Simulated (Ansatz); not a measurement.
**Br2ClFSi: one species, many methods**

Aim: compute Br2ClFSi with functionals from several rungs and with coupled cluster, and see how far each lands from CCSD(T) at the basis-set limit for the atomisation energy.

Computed with Ansatz 0.2.0, Gaussian basis. Level: functionals in def2-TZVPP, the program's frozen cores in correlated methods.

Levels to be run: LDA (SPW92), PBE-D4, revPBE-D4, BLYP-D4, r2SCAN-D4, B97M-V, PBE0-D4, B3LYP-D4, r2SCANh-D4, r2SCAN0-D4, HSE06-D4, BHLYP-D4, CAM-B3LYP-D4, LC-ωPBE, ωB97X-V, ωB97M-V, B2PLYP, PBE-QIDH; CCSD(T)/def2-SVP; CCSD(T)/def2-TZVPP; MP2/def2-QZVPP; extrapolation to the limit; RPA on PBE.

### 1 The geometry

The geometry comes from an earlier relaxation with PBE0-D4 in a triple-zeta def2 set; it is a stationary point.

SMILES `F[Si](Cl)(Br)Br`, 5 atoms, charge 0, spin multiplicity 1.

Atoms are counted from 1 here; the program's logs count them from 0.

Bond lengths: F1–Si2 1.577 Å, Si2–Cl3 2.018 Å, Si2–Br4 2.182 Å, Si2–Br5 2.182 Å. Angles: F1–Si2–Cl3 108.0°, F1–Si2–Br4 108.2°, F1–Si2–Br5 108.2°, Cl3–Si2–Br4 110.6°, Cl3–Si2–Br5 110.6°, Br4–Si2–Br5 111.1°.

### 2 LDA

This LDA is Slater exchange with PW92 correlation.

File in.yaml:

```yaml
crystal:
  periodic: [false, false, false]
  atoms:
    - {symbol: F, position_ang: [0.841943, -1.079618, 0.955809]}
    - {symbol: Si, position_ang: [0.034263, -0.063727, 0.059157]}
    - {symbol: Cl, position_ang: [-1.526518, 0.619697, 1.140451]}
    - {symbol: Br, position_ang: [-0.667093, -1.125862, -1.712844]}
    - {symbol: Br, position_ang: [1.367205, 1.575910, -0.483972]}
basis:
  gaussian: {orbitals: def2-TZVPP}
hamiltonian: {xc: lda}
output: {orbitals: {seedname: orbitals}}
```

Started as:

```sh
$ ansatz run in.yaml --threads 4 --pin off --events-out ev --progress --plain --max-ram 10444MiB
```

The runs that follow: PBE-D4 (GGA); revPBE-D4 (GGA); BLYP-D4 (GGA); r2SCAN-D4 (meta-GGA); B97M-V (meta-GGA); PBE0-D4 (hybrid); B3LYP-D4 (hybrid); r2SCANh-D4 (hybrid); r2SCAN0-D4 (hybrid); HSE06-D4 (hybrid); BHLYP-D4 (hybrid); CAM-B3LYP-D4 (range-separated); LC-ωPBE (range-separated); ωB97X-V (range-separated); ωB97M-V (range-separated); B2PLYP (double hybrid); PBE-QIDH (double hybrid); CCSD(T) in def2-SVP; CCSD(T) in def2-TZVPP; MP2 in def2-QZVPP; RPA on PBE orbitals.

Before running them: what should the planned runs give, taken together? Wanted: atomisation energy, CCSD(T)/CBS; farthest beyond LDA; mean size of error, GGA; mean size of error, meta-GGA; mean size of error, hybrid; mean size of error, range-separated; mean size of error, double hybrid; gap, smallest and largest; T1 diagnostic.

The runs gave:

```
                               quantity                                      value
        atomisation energy, CCSD(T)/CBS                              1701.5 kJ/mol
 functionals within 17.0 kJ/mol (1.0 %)      PBE-D4, r2SCAN-D4, B97M-V, r2SCANh-D4
                    farthest beyond LDA                   BHLYP-D4 (-109.6 kJ/mol)
                mean size of error, GGA                                40.0 kJ/mol
           mean size of error, meta-GGA                                 6.2 kJ/mol
             mean size of error, hybrid                                47.0 kJ/mol
    mean size of error, range-separated                                38.0 kJ/mol
      mean size of error, double hybrid                                43.6 kJ/mol
              gap, smallest and largest  5.59 eV (LDA (SPW92)), 13.00 eV (LC-ωPBE)
                          T1 diagnostic                                     0.0084
triples share of the correlation energy                                      3.5 %
```

What this shows: LDA overbinds by 247.8 kJ/mol (15 %). PBE-D4 misses by +8.8 kJ/mol. Double hybrids carry the basis error of their MP2 part in triple zeta, and no dispersion term here, so their miss is partly the set-up's. Taken by rung, meta-GGA functionals do best (6.2 kJ/mol on average) and hybrid ones worst beyond LDA (47.0 kJ/mol). double hybrid functionals lie within the reference's doubt of that worst mean (43.6 kJ/mol), so those two tie. The mean of the hybrids holds BHLYP, with half exact exchange. RPA and LDA stand outside this count. The reference freezes the cores and leaves out relativity and excitations past (T), and its outer-core shells are covered unevenly, so misses under about 17.0 kJ/mol can't be ranked. All levels share the lack of spin-orbit coupling, which lowers the free heavy atoms and so the true binding. Hartree-Fock recovers 72 % of the binding; the rest is correlation. CCSD(T) in def2-SVP is off by -206.4 kJ/mol, worse than the median functional, from the basis alone. The gap grows from 5.6 to 13.0 eV across the functionals, mostly with the share of exact exchange. Correlated methods include outer-core shells of Br, which these sets cover unevenly.
